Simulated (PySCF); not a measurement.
# [BiBr2]+: other functionals and bases at one geometry

The task here is to estimate one member of a computed series from the others.

Computed with PySCF 2.14.0. Level: several levels, as the steps say, no spin–orbit coupling.

1 further run of the same task is left out (for a known fault of the program).

### The starting structure

3 atoms, charge 1, spin multiplicity 1.

Bond lengths: Bi1–Br2 2.552 Å, Bi1–Br3 2.552 Å. Angles: Br2–Bi1–Br3 101.9°.

Geometry (Å):

```
atom    x (Å)    y (Å)    z (Å)
 Bi1   0.0009   0.9683   0.0000
 Br2  -0.0006  -0.6397   1.9821
 Br3  -0.0006  -0.6397  -1.9821
```

Formal oxidation states: Bi +3. An earlier session relaxed this geometry at PBE, Bi def2-SVP with ECP60, Br def2-SVP (singlet, point group C2v).

At PBE on the finer grid: E = -5361.374955 Eh, HOMO -12.38 eV, LUMO -10.45 eV, Mulliken charge on Bi1 +0.99 e, largest force component 0.008 eV/Å. 

Levels to run: HF; BP86; TPSSh; wB97X; PBE, TZVP; PBE, x2c-SVP. Hardware: 2 threads of Arm Neoverse V1, shared host.

Set-up of the first run:

Input file run.py (the lines that set the calculation):

```python
mol = gto.M(atom='''
Bi     0.00087     0.96830     0.00000
Br    -0.00058    -0.63974     1.98211
Br    -0.00058    -0.63974    -1.98211''',
    basis={'Bi': 'def2-SVP', 'Br': 'def2-SVP'},
    ecp={'Bi': 'def2-SVP'},
    charge=1, spin=0)
mf = scf.RHF(mol)
mf = mf.density_fit()  # fitting sets: Bi def2-universal-JKFIT, Br def2-universal-JKFIT
mf.conv_tol = 1e-08; mf.max_cycle = 55
mf.kernel(dm0)  # dm0: the density of the relaxed state
```

On the command line:

```sh
$ OMP_NUM_THREADS=2 python run.py
```

Among the steps run: HF; BP86; TPSSh; wB97X; PBE, TZVP; PBE, x2c-SVP.

One table of the session follows, with a row left open; its other results are not shown here.

| level | HOMO (eV) | gap (eV) | charge on Bi1 (e) | dipole (D) | largest force component (eV/Å) |
| --- | --- | --- | --- | --- | --- |
| PBE (relaxed here) | -12.38 | 1.93 | 0.99 | 2.54 | 0.01 |
| HF | -16.27 | 8.99 | 1.32 | 3.98 | 0.60 |
| BP86 | -12.51 | 1.91 | 0.99 | 2.54 | 0.05 |
| TPSSh | -13.00 | 2.72 | 1.08 | 2.93 | 0.28 |
| wB97X | ? | ? | ? | ? | ? |
| PBE, TZVP | -12.39 | 1.98 | 1.05 | 2.42 | 0.45 |
| PBE, x2c-SVP | -12.36 | 1.90 | 1.00 | 2.45 | 0.43 |

Estimate the missing values for wB97X.

As computed: HOMO (eV): -15.84; gap (eV): 7.67; charge on Bi1 (e): 1.15; dipole (D): 3.41; largest force component (eV/Å): 0.78. In the column «HOMO (eV)» it lies between HF (-16.27) and TPSSh (-13.00).

The dipole of a charged species depends on the origin, so these sizes hold for this origin alone.

In one basis the HOMO–LUMO gap runs from 1.91 eV (BP86) to 8.99 eV (HF). The largest leftover force, 0.78 eV/Å with wB97X, stands at a geometry relaxed at another level. Total energies of different levels can't be compared.
